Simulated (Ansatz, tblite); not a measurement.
# GeH(NMe2)3 (C6H19GeN3): spin-state energies by level

Aim: set other spin states of GeH(NMe2)3 (C6H19GeN3) against its singlet, on many levels of theory.

The runs use Ansatz 0.2.0, Gaussian basis; as each input shows.

Plan: triplet, at the geometry of the singlet (GFN1-xTB, GFN2-xTB, PBE0-D4/def2-TZVP, PBE-D4/def2-TZVP, r2SCAN-D4/def2-TZVP); the singlet's energies come from earlier runs.

## 1. The relaxed structure

The geometry is that of the singlet, from an earlier relaxation (PBE-D4/def2-SVP).

29 atoms, charge 0, spin multiplicity 1.

Bond lengths: Ge1–H2 1.558 Å, Ge1–N3 1.855 Å, Ge1–N12 1.855 Å, Ge1–N21 1.847 Å, N3–C4 1.448 Å, N3–C5 1.446 Å, C4–H6 1.121 Å, C4–H7 1.109 Å, C4–H8 1.116 Å, C5–H9 1.109 Å, C5–H10 1.116 Å, C5–H11 1.121 Å, N12–C13 1.448 Å, N12–C14 1.446 Å, C13–H15 1.116 Å, C13–H16 1.109 Å, C13–H17 1.121 Å, C14–H18 1.110 Å and more. Angles: H2–Ge1–N3 105.7°, H2–Ge1–N12 105.7°, H2–Ge1–N21 120.0°, N3–Ge1–N12 119.1°, N3–Ge1–N21 103.7°, N12–Ge1–N21 103.5°, Ge1–N3–C4 119.4°, Ge1–N3–C5 120.3°, C4–N3–C5 114.4°, N3–C4–H6 113.3°, N3–C4–H7 110.3°, N3–C4–H8 111.0°, H6–C4–H7 107.8°, H6–C4–H8 106.8°, H7–C4–H8 107.4°, N3–C5–H9 110.7°, N3–C5–H10 111.0°, N3–C5–H11 113.6° and more.

## 2. Triplet at the fixed geometry, GFN1-xTB

Tight binding, by tblite at 300 K electronic temperature and without a spin-polarisation term:

```python
tblite.interface.Calculator('GFN1-xTB', numbers, positions, charge=0, uhf=2).singlepoint()
```

Energy -922.8764 eV; 0.044 s.

## 3. Triplet at the fixed geometry, GFN2-xTB

Tight binding, by tblite at 300 K electronic temperature and without a spin-polarisation term:

```python
tblite.interface.Calculator('GFN2-xTB', numbers, positions, charge=0, uhf=2).singlepoint()
```

Energy -898.2027 eV; 0.024 s.

## 4. Triplet at the fixed geometry, PBE0-D4/def2-TZVP

in.yaml reads:

```yaml
crystal:
  periodic: [false, false, false]
  atoms:
    - {symbol: Ge, position_ang: [-0.019328, -0.085660, 0.758338]}
    - {symbol: H, position_ang: [0.065631, -0.050749, 2.313934]}
    - {symbol: N, position_ang: [1.733363, -0.212331, 0.163134]}
    - {symbol: C, position_ang: [2.005567, -0.171879, -1.258831]}
    - {symbol: C, position_ang: [2.820806, 0.256135, 0.993302]}
    - {symbol: H, position_ang: [2.229680, 0.858218, -1.638580]}
    - {symbol: H, position_ang: [1.136659, -0.561099, -1.827435]}
    - {symbol: H, position_ang: [2.885312, -0.808780, -1.516049]}
    - {symbol: H, position_ang: [2.542395, 0.209756, 2.066295]}
    - {symbol: H, position_ang: [3.728619, -0.379843, 0.859941]}
    - {symbol: H, position_ang: [3.132030, 1.309979, 0.771994]}
    - {symbol: N, position_ang: [-1.031310, 1.392981, 0.276851]}
    - {symbol: C, position_ang: [-1.251730, 1.681038, -1.125317]}
    - {symbol: C, position_ang: [-1.073673, 2.553798, 1.138555]}
    - {symbol: H, position_ang: [-2.255305, 2.142491, -1.285536]}
    - {symbol: H, position_ang: [-1.217329, 0.745034, -1.719067]}
    - {symbol: H, position_ang: [-0.497471, 2.388428, -1.556882]}
    - {symbol: H, position_ang: [-0.890106, 2.264958, 2.193997]}
    - {symbol: H, position_ang: [-0.321105, 3.339874, 0.869372]}
    - {symbol: H, position_ang: [-2.075879, 3.044268, 1.100045]}
    - {symbol: N, position_ang: [-0.871259, -1.487258, -0.089783]}
    - {symbol: C, position_ang: [-2.318087, -1.556024, -0.106896]}
    - {symbol: C, position_ang: [-0.210956, -2.769311, -0.224818]}
    - {symbol: H, position_ang: [-2.691247, -1.931619, -1.089558]}
    - {symbol: H, position_ang: [-2.749361, -0.549080, 0.059784]}
    - {symbol: H, position_ang: [-2.730052, -2.241167, 0.677792]}
    - {symbol: H, position_ang: [0.886475, -2.642758, -0.139389]}
    - {symbol: H, position_ang: [-0.533820, -3.508569, 0.552366]}
    - {symbol: H, position_ang: [-0.428487, -3.230830, -1.217570]}
basis:
  gaussian: {orbitals: def2-TZVP, fitting: {mean_field: def2-universal-jkfit}}
magnetization: {spin_polarized: true, initial_magnetization: 2}
hamiltonian: {xc: pbe0, dispersion: d4}
scf: {omitted_lower_state_checks: [starts]}
output: {orbitals: {seedname: orbitals}}
```

On the command line:

```sh
ansatz run in.yaml --threads 2 --pin off --events-out ev --progress --plain --max-ram 32768MiB --backend cuda --devices 0, --max-vram 18GiB
```

Log:

```text
Functional definition: PBE0
  name "PBE0"
  cite "Adamo & Barone, J. Chem. Phys. 110, 6158 (1999) doi:10.1063/1.478522"
  cite "Perdew, Burke & Ernzerhof, Phys. Rev. Lett. 77, 3865 (1996) doi:10.1103/PhysRevLett.77.3865"
  parent pbe
  parameter a = 0.25
  parameter kappa = 0.804
  parameter beta = 0.06672455060314922
  exchange = (1 - a)*pbe_x(kappa = kappa, mu = beta*pi^2/3) + a*exact_x
  correlation = pbe_c(beta = beta)
these checks for a lower state are left out or cut short: starts
1289 factors; integrals over basis functions are off by at most 5.6e-1 eV
mean field evaluation 1: about -67476.8462 eV, gradient 6.9e1 eV
mean field evaluation 2: about -67440.1849 eV, gradient 1.1e2 eV
mean field evaluation 4: about -67497.3804 eV, gradient 1.4e1 eV
mean field evaluation 8: about -67498.6130 eV, gradient 2.0e0 eV
mean field evaluation 16: about -67498.7564 eV, gradient 1.8e-1 eV
mean field evaluation 32: about -67498.7570 eV, gradient 4.0e-5 eV
mean field -67498.75696754 eV, -2480.5335662562 hartree, gradient 1.0e-5 eV, S^2 2.012123; 0 other end points of the search recorded, 0 dependent functions left out
reference -67498.75702071 eV, -2480.5335682105 hartree; 55, 53 occupied and 386, 388 virtual orbitals, 1289 factors
Total energy: -67499.45751635 eV, -2480.5593109504 hartree
Checks for a lower state left out: starts
```

It took 12 s on 1 × H100 (card shared with other runs) with 2 threads of AMD EPYC 7R13, shared host; peak host memory 0.95 GiB.

Report: HOMO -0.76 eV, LUMO -4.32 eV (over both spins; with the spin held, an empty level of the minority spin lies below the top filled one); ⟨S²⟩ 2.012 (pure: 2.00).

## 5. Triplet at the fixed geometry, PBE-D4/def2-TZVP

start.molden holds the orbitals of an earlier run on this state, given as this run's starting guess.

in.yaml: that of step 4 with these lines changed.

```diff
@@ -33,5 +33,5 @@
 basis:
-  gaussian: {orbitals: def2-TZVP, fitting: {mean_field: def2-universal-jkfit}}
+  gaussian: {orbitals: def2-TZVP, fitting: {mean_field: def2-universal-jkfit}, initial_orbitals: start.molden}
 magnetization: {spin_polarized: true, initial_magnetization: 2}
-hamiltonian: {xc: pbe0, dispersion: d4}
+hamiltonian: {xc: pbe, dispersion: d4}
 scf: {omitted_lower_state_checks: [starts]}
```

The command is unchanged.

Log:

```text
Functional definition: PBE
  name "PBE"
  cite "Perdew, Burke & Ernzerhof, Phys. Rev. Lett. 77, 3865 (1996) doi:10.1103/PhysRevLett.77.3865"
  parent pbe
  parameter kappa = 0.804
  parameter beta = 0.06672455060314922
  exchange = pbe_x(kappa = kappa, mu = beta*pi^2/3)
  correlation = pbe_c(beta = beta)
these checks for a lower state are left out or cut short: starts
1289 factors; integrals over basis functions are off by at most 5.6e-1 eV
mean field evaluation 1: about -67496.0745 eV, gradient 1.1e1 eV
mean field evaluation 2: about -67496.3496 eV, gradient 3.6e-1 eV
mean field evaluation 4: about -67496.3643 eV, gradient 4.2e-2 eV
mean field evaluation 8: about -67496.3643 eV, gradient 3.9e-2 eV
mean field evaluation 16: about -67496.3649 eV, gradient 9.3e-4 eV
mean field -67496.36485335 eV, -2480.4456576812 hartree, gradient 1.7e-6 eV, S^2 2.003927; 0 other end points of the search recorded, 0 dependent functions left out
reference -67496.36492400 eV, -2480.4456602777 hartree; 55, 53 occupied and 386, 388 virtual orbitals, 1289 factors
Total energy: -67497.17500392 eV, -2480.4754301657 hartree
Checks for a lower state left out: starts
```

Wall time 11 s (1 × H100 (card shared with other runs) with 2 threads of AMD EPYC 7R13, shared host); peak host memory 0.93 GiB.

Report: HOMO -0.44 eV, LUMO -5.04 eV (over both spins; with the spin held, an empty level of the minority spin lies below the top filled one); ⟨S²⟩ 2.004 (pure: 2.00).

## 6. Triplet at the fixed geometry, r2SCAN-D4/def2-TZVP

in.yaml: that of step 5 with these lines changed.

```diff
@@ -35,3 +35,3 @@
 magnetization: {spin_polarized: true, initial_magnetization: 2}
-hamiltonian: {xc: pbe, dispersion: d4}
+hamiltonian: {xc: r2scan, dispersion: d4}
 scf: {omitted_lower_state_checks: [starts]}
```

Launched as before.

Log (excerpt; [...] marks lines left out):

```text
Functional definition: r2SCAN
  name "r2SCAN"
  cite "Furness, Kaplan, Ning, Perdew & Sun, J. Phys. Chem. Lett. 11, 8208 (2020) doi:10.1021/acs.jpclett.0c02405"
  cite "Furness, Kaplan, Ning, Perdew & Sun, J. Phys. Chem. Lett. 11, 9248 (2020) doi:10.1021/acs.jpclett.0c03077"
  parent r2scan
[...]
1289 factors; integrals over basis functions are off by at most 5.6e-1 eV
[...]
mean field -67512.58616765 eV, -2481.0417799867 hartree, gradient 3.6e-6 eV, S^2 2.009771; 0 other end points of the search recorded, 0 dependent functions left out
reference -67512.58619137 eV, -2481.0417808583 hartree; 55, 53 occupied and 386, 388 virtual orbitals, 1289 factors
Total energy: -67512.82353745 eV, -2481.0505031657 hartree
Checks for a lower state left out: starts
```

Run time: 11 s. Hardware: 1 × H100 (card shared with other runs) with 2 threads of AMD EPYC 7R13, shared host; peak host memory 1.1 GiB.

Report: HOMO -0.32 eV, LUMO -4.81 eV (over both spins; with the spin held, an empty level of the minority spin lies below the top filled one); ⟨S²⟩ 2.010 (pure: 2.00).

## 7. Triplet less singlet, vertical

The singlet's energies are those of its earlier runs, whose logs aren't repeated here.

```tsv
level	triplet less singlet, vertical (eV)	time
GFN1-xTB	+5.234	0.078 s
GFN2-xTB	+5.711	0.043 s
PBE-D4/def2-TZVP	+4.636	17 s
r2SCAN-D4/def2-TZVP	+4.894	19 s
PBE0-D4/def2-TZVP	+5.197	21 s
```

Times add the two runs; a level without a time comes out of a correlated run. Tight binding without a spin term can't rank spin states.

## 8. Summary of results

| quantity | value |
| --- | --- |
| triplet less singlet, vertical, functionals in def2-TZVP | +4.636 (PBE-D4) to +5.197 eV (PBE0-D4) |

**Reading.** All functionals put the triplet above the singlet, over a spread of 0.561 eV. The checks for a lower triplet were left out, so another state of that spin may lie lower. These are electronic energies, without zero-point motion, entropy or surroundings.
